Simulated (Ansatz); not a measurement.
**HfBr₂F₂: small, medium and large basis sets**

An exercise on one series of results from a longer session: the logs are not shown, and one member is left open.

Program: Ansatz 0.2.0, Gaussian basis. Level of theory: one geometry, several basis sets. These are calculated values, not measurements.

The runs, in order: PBE0-D4/def2-SVP; ωB97M-V/def2-SVP; PBE0-D4/def2-QZVPP; ωB97M-V/def2-QZVPP; the functionals' def2-TZVPP values are taken from earlier runs.

### Structure used throughout

An earlier PBE0-D4 in a triple-zeta def2 set relaxation fixed the geometry. Hf takes the def2 core potential; no spin-orbit term is included.

SMILES `[F][Hf]([F])([Br])[Br]`, 5 atoms, charge 0, spin multiplicity 1.

Atoms are counted from 1 here; the program's logs count them from 0.

Bond lengths: F1–Hf2 1.883 Å, Hf2–F3 1.883 Å, Hf2–Br4 2.486 Å, Hf2–Br5 2.486 Å. Angles: F1–Hf2–F3 108.1°, F1–Hf2–Br4 109.4°, F1–Hf2–Br5 109.4°, F3–Hf2–Br4 109.4°, F3–Hf2–Br5 109.4°, Br4–Hf2–Br5 111.1°.

Set-up of the first run:

in.yaml

```yaml
crystal:
  periodic: [false, false, false]
  atoms:
    - {symbol: F, position_ang: [0.182635, -0.618093, 1.844329]}
    - {symbol: Hf, position_ang: [0.084089, -0.097204, 0.037258]}
    - {symbol: F, position_ang: [1.352738, -1.098487, -0.929437]}
    - {symbol: Br, position_ang: [-2.190997, -0.581703, -0.838561]}
    - {symbol: Br, position_ang: [0.621536, 2.321887, -0.154989]}
basis:
  gaussian: {orbitals: def2-SVP}
hamiltonian: {xc: pbe0, dispersion: d4}
output: {orbitals: {seedname: orbitals}}
```

Launch:

```bash
$ ansatz run in.yaml --threads 4 --pin off --events-out ev --progress --plain --max-ram 10444MiB
```

Among the steps run: PBE0-D4 in def2-SVP; ωB97M-V in def2-SVP; PBE0-D4 in def2-QZVPP; ωB97M-V in def2-QZVPP.

One table of the session follows, with a row left open; its other results are not shown here.

It belongs to the step «Density functionals: the series». 

| functional | basis | HOMO (eV) | LUMO (eV) |
| --- | --- | --- | --- |
| PBE0-D4 | def2-SVP | -9.06 | -1.88 |
| PBE0-D4 | def2-TZVPP | -9.06 | -1.87 |
| PBE0-D4 | def2-QZVPP | -9.07 | -1.87 |
| ωB97M-V | def2-SVP | -11.19 | 0.22 |
| ωB97M-V | def2-TZVPP | -11.22 | 0.18 |
| ωB97M-V | def2-QZVPP | ? | ? |

Estimate the missing values for ωB97M-V, def2-QZVPP.

The run gave: HOMO (eV): -11.22; LUMO (eV): 0.17.
